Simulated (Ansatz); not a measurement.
# Si2ClO2: the cost of one run

Method: DFT PBEsol, scalar-relativistic, plane waves, PAW, in Ansatz 0.2.0.

3 further runs of the same task are left out: 3 set aside as unsound or not needed. Runs told in other sessions of the task aren't counted.

## Step 1: The starting structure

Symmetry: I4/mmm, No. 139, tetragonal system. Conventional cell: a = 3.934 Å, b = 3.934 Å, c = 12.341 Å, α = 90.00°, β = 90.00°, γ = 90.00°. Pb (site symmetry 4mm) is surrounded by 4 O at 2.31 Å and 4 Cl at 3.35 Å. Around Cl (site symmetry 4/mmm) lie 8 Pb at 3.35 Å. Around O (site symmetry -4m2) lie 4 Pb at 2.31 Å.

Structure file:

```
Pb Cl O
1.0
    -1.96696    1.96696    6.17073
     1.96696   -1.96696    6.17073
     1.96696    1.96696   -6.17073
Pb Cl O
2 1 2
Direct
  0.15175 0.15175 0.00000
  0.84825 0.84825 0.00000
  0.50000 0.50000 0.00000
  0.75000 0.25000 0.50000
  0.25000 0.75000 0.50000
```

It is the result of an earlier relaxation at this level (volume 19.10 Å³/atom; gap on the mesh: none (metal)).

## Step 2: Pb → Si: the starting cell

Si2ClO2 starts from the relaxed positions of Pb2ClO2, with all lengths scaled by 0.913, a guess from tabulated radii.

## Step 3: A first look at the start (Si2ClO2)

input.yaml

```yaml
crystal:
  lattice:
    - [-1.7958582645, 1.7958582645, 5.6339499226]
    - [1.7958582645, -1.7958582645, 5.6339499226]
    - [1.7958582645, 1.7958582645, -5.6339499226]
  atoms:
    - { symbol: Si, position: [0.1517461251, 0.1517461251, 0.0] }
    - { symbol: Si, position: [0.8482538749, 0.8482538749, 0.0] }
    - { symbol: Cl, position: [0.5, 0.5, 0.0] }
    - { symbol: O, position: [0.75, 0.25, 0.5] }
    - { symbol: O, position: [0.25, 0.75, 0.5] }
basis:
  ecutwfc: 420
kpoints:
  mp_grid: { grid: [8, 8, 8] }
hamiltonian:
  xc: pbesol
scf:
  occupations: { method: gaussian, width: 0.1 }
output:
  forces: true
  stress: true
  eigenvalues: true
```

The run is started by

```console
$ ansatz run input.yaml --threads 1 --pin off --max-ram 2560MiB --backend cpu --events-out ev --progress --plain --runs-dir out
```

**Question.** How long does this run take on 1 thread of Arm Neoverse V2, shared host, and how much memory does it need?

About 3.9 s, with a peak of 0.35 GiB.
